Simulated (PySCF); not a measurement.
# C2H5AlCl2: magnetic properties

Programs: PySCF 2.14.0, with routines of our own; each step states its level. All values are computed. Atoms count from 0.

### Step 1. The system as given

10 atoms, charge 0, multiplicity 1; geometry from: GFN2-xTB.

### Step 2. Magnetic properties: GIAO PBE0/aug-pcSseg-1

What the job is given:

```
{"job": {"kind": "mag", "xc": "PBE0", "basis": "aug-pcSseg-1", "isotopologues": 2}, "charge": 0, "multiplicity": 1}
C     -1.284810     0.412323     0.128396
C     -0.215852    -0.551516    -0.400665
Al     1.649097    -0.055378     0.151938
Cl     2.009215     1.598815     1.281657
Cl     3.233190    -1.201961    -0.413483
H     -1.100221     1.425641    -0.223676
H     -1.280446     0.434838     1.216501
H     -2.278644     0.110378    -0.202586
H     -0.277392    -0.597589    -1.495274
H     -0.445255    -1.570897    -0.065337
```

Method: GIAO PBE0/aug-pcSseg-1 magnetisability, rotational g tensor and spin-rotation constants, non-relativistic, gas phase.

The run is started by

```bash
$ OMP_NUM_THREADS=1 python excited_run.py task.json out
```

This one command runs all jobs of the session in turn.

**Question.** How long does this first job take on 1 thread of Arm Neoverse V2, shared host, and how much memory does it need?

About 21 s, with a peak of 0.81 GiB.
